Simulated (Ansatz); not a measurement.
# ZnCuAgSnS4: the cost of one run

Program: Ansatz 0.2.0. Level of theory: DFT PBEsol, scalar-relativistic, plane waves, PAW. These are calculated values, not measurements.

That is the level of the relaxation; later steps name their own.

### Step 1. Starting point

It takes space group P1 (No. 1, triclinic). Conventional cell: a = 6.741 Å, b = 6.741 Å, c = 7.793 Å, α = 90.00°, β = 90.00°, γ = 109.38°. Zn (site symmetry 1) has 4 S at 2.36 Å as nearest neighbours. Ag (site symmetry 1) is surrounded by 4 S at 2.37 Å. Around Cu (site symmetry 1) lie 4 S at 2.37 Å. Around Sn (site symmetry 1) lie 4 S at 2.45 Å. Only part of the 16 independent sites is listed.

Structure file:

```cif
data_structure
_symmetry_space_group_name_H-M 'P 1'
_symmetry_Int_Tables_number 1
_cell_length_a 6.7415
_cell_length_b 6.7415
_cell_length_c 7.7933
_cell_angle_alpha 90.000
_cell_angle_beta 90.000
_cell_angle_gamma 109.378
_cell_volume 334.12
loop_
_atom_site_label
_atom_site_type_symbol
_atom_site_fract_x
_atom_site_fract_y
_atom_site_fract_z
_atom_site_occupancy
Zn1 Zn 0.00000 0.50000 0.25000 1
Zn2 Zn 0.50000 0.00000 0.75000 1
Ag1 Ag 0.00000 0.00000 0.00000 1
Cu1 Cu 0.50000 0.50000 0.50000 1
Ag2 Ag 0.00000 0.50000 0.75000 1
Cu2 Cu 0.50000 0.00000 0.25000 1
Sn1 Sn 0.50000 0.50000 0.00000 1
Sn2 Sn 0.00000 0.00000 0.50000 1
S1 S 0.37159 0.62801 0.25640 1
S2 S 0.87159 0.12801 0.75640 1
S3 S 0.37181 0.11539 0.99980 1
S4 S 0.87181 0.61539 0.49980 1
S5 S 0.37199 0.62841 0.74360 1
S6 S 0.87199 0.12841 0.24360 1
S7 S 0.88461 0.62819 0.00020 1
S8 S 0.38461 0.12819 0.50020 1
```

(A quick probe on a coarse mesh, which set the mesh and smearing, is not shown.)

### Step 3. A loose first relaxation

Input file input.yaml:

```yaml
crystal:
  lattice:
    - [2.75536317, 2.75536317, -5.50119396]
    - [2.75536317, 2.75536317, 5.50119396]
    - [5.51072633, -5.51072633, 0.0]
  atoms:
    - { symbol: Zn, position: [0.0, 0.5, 0.25] }
    - { symbol: Zn, position: [0.5, 0.0, 0.75] }
    - { symbol: Ag, position: [0.0, 0.0, 0.0] }
    - { symbol: Cu, position: [0.5, 0.5, 0.5] }
    - { symbol: Ag, position: [0.0, 0.5, 0.75] }
    - { symbol: Cu, position: [0.5, 0.0, 0.25] }
    - { symbol: Sn, position: [0.5, 0.5, 0.0] }
    - { symbol: Sn, position: [0.0, 0.0, 0.5] }
    - { symbol: S, position: [0.37159, 0.62801, 0.2564] }
    - { symbol: S, position: [0.87159, 0.12801, 0.7564] }
    - { symbol: S, position: [0.37181, 0.11539, 0.9998] }
    - { symbol: S, position: [0.87181, 0.61539, 0.4998] }
    - { symbol: S, position: [0.37199, 0.62841, 0.7436] }
    - { symbol: S, position: [0.87199, 0.12841, 0.2436] }
    - { symbol: S, position: [0.88461, 0.62819, 0.0002] }
    - { symbol: S, position: [0.38461, 0.12819, 0.5002] }
basis:
  ecutwfc: 420
kpoints:
  mp_grid: { grid: [4, 4, 4] }
hamiltonian:
  xc: pbesol
scf:
  occupations: { method: gaussian, width: 0.1 }
output:
  forces: true
  stress: true
  eigenvalues: true
relax:
  adjacent_minimum: "off"
  f_tol: 0.05
  max_steps: 80
  cell: { stress_tol: 0.5 }
```

Started as:

```sh
ansatz run input.yaml --threads 4 --pin off --max-ram 10240MiB --backend cpu --events-out ev --progress --plain --runs-dir out
```

Q: Estimate wall time and peak memory on 4 threads of Intel Xeon Platinum 8175M at 2.50GHz (Skylake/Cascade Lake), shared host.

About 4.4 min, with a peak of 1.7 GiB.
